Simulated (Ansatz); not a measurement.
# AlBF₂H₂: small, medium and large basis sets

How large a basis does AlBF₂H₂ need? Two functionals are run in growing sets.

Computed with Ansatz 0.2.0, Gaussian basis. Level: one geometry, several basis sets.

Levels to be run: PBE0-D4/def2-SVP; ωB97M-V/def2-SVP; PBE0-D4/def2-QZVPP; ωB97M-V/def2-QZVPP; the functionals' def2-TZVPP values are taken from earlier runs.

### Step 1. The geometry

An earlier PBE0-D4 in a triple-zeta def2 set relaxation fixed the geometry.

6 atoms, charge 0, spin multiplicity 1.

Atoms are counted from 1 here; the program's logs count them from 0.

Bond lengths: F1–B2 1.327 Å, B2–Al3 2.163 Å, B2–H5 1.207 Å, Al3–F4 1.656 Å, Al3–H6 1.585 Å. Angles: F1–B2–Al3 119.9°, F1–B2–H5 114.7°, Al3–B2–H5 125.4°, B2–Al3–F4 116.3°, B2–Al3–H6 127.8°, F4–Al3–H6 115.8°.

Geometry (Å):

```
F     1.1854   -0.9049   -1.5405
B     0.7188    0.1487   -0.8833
Al   -0.5803   -0.1329    0.8228
F    -2.1926    0.1497    0.5716
H     1.0828    1.2151   -1.3158
H    -0.1720   -0.5398    2.2989
```

### Step 2. PBE0-D4 in def2-SVP

Contents of in.yaml:

```yaml
crystal:
  periodic: [false, false, false]
  atoms:
    - {symbol: F, position_ang: [1.185377, -0.904880, -1.540497]}
    - {symbol: B, position_ang: [0.718795, 0.148659, -0.883251]}
    - {symbol: Al, position_ang: [-0.580280, -0.132854, 0.822849]}
    - {symbol: F, position_ang: [-2.192553, 0.149712, 0.571616]}
    - {symbol: H, position_ang: [1.082783, 1.215056, -1.315847]}
    - {symbol: H, position_ang: [-0.172022, -0.539792, 2.298930]}
basis:
  gaussian: {orbitals: def2-SVP}
hamiltonian: {xc: pbe0, dispersion: d4}
output: {orbitals: {seedname: orbitals}}
```

Command:

```console
$ ansatz run in.yaml --threads 2 --pin off --events-out ev --progress --plain --max-ram 4352MiB
```

After this run come: ωB97M-V in def2-SVP; PBE0-D4 in def2-QZVPP; ωB97M-V in def2-QZVPP.

Before running them: what should the planned runs give, taken together? Wanted: PBE0-D4: double and triple zeta above quadruple; ωB97M-V: double and triple zeta above quadruple.

**Answer**, as computed:

```
                                       quantity           value
PBE0-D4: double and triple zeta above quadruple  10.47, 0.56 eV
ωB97M-V: double and triple zeta above quadruple  10.59, 0.53 eV
```

PBE0-D4 gains 9.91 eV from double to triple zeta, then 0.56 eV more. These are total energies; as a rule much of such shifts cancels in differences, which this series doesn't test.
